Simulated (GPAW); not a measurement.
Ga3Se:

```
Se Ga
1.0
     4.43246    0.00000    0.00000
     0.00000    4.43246    0.00000
     0.00000    0.00000    4.43246
Se Ga
1 3
Direct
  0.00000 0.00000 0.00000
  0.50000 0.50000 0.00000
  0.50000 0.00000 0.50000
  0.00000 0.50000 0.50000
```

The cell comes from a database or a generator and needn't be the stable form of this composition.

```yaml
Program: GPAW 26.7.0
Task: single point
Functional: PBEsol
Potentials_or_basis: PAW data sets generated in the run's folder for this functional
Cutoff: 600 eV
Basis: pw
k_mesh: 6 × 6 × 6
Occupations: fermi-dirac, width 0.05 eV
Spin: no spin polarisation
```

On this cell: pressure -3.9 GPa; largest force zero by symmetry; band gap on the k mesh none (metal or under the smearing width).

The same run follows on a disturbed copy (atoms moved at random, drawn with an rms of 0.05 Å):

```
Se Ga
1.0
     4.43246    0.00000    0.00000
     0.00000    4.43246    0.00000
     0.00000    0.00000    4.43246
Se Ga
1 3
Direct
  0.00095 0.00236 0.00273
  0.51229 0.49150 0.99960
  0.50638 0.00118 0.49701
  0.00502 0.49849 0.49096
```

Q: What changes?

A: The energy (extrapolated to zero smearing) moves by +0.7 meV/atom; pressure -3.8 GPa; largest force 0.073 eV/Å; band gap on the k mesh none (metal or under the smearing width).

Forces on the atoms (eV/Å):
```
Se   0.015 -0.018 -0.017
Ga  -0.034  0.040 -0.051
Ga  -0.023 -0.051  0.029
Ga   0.043  0.029  0.039
```
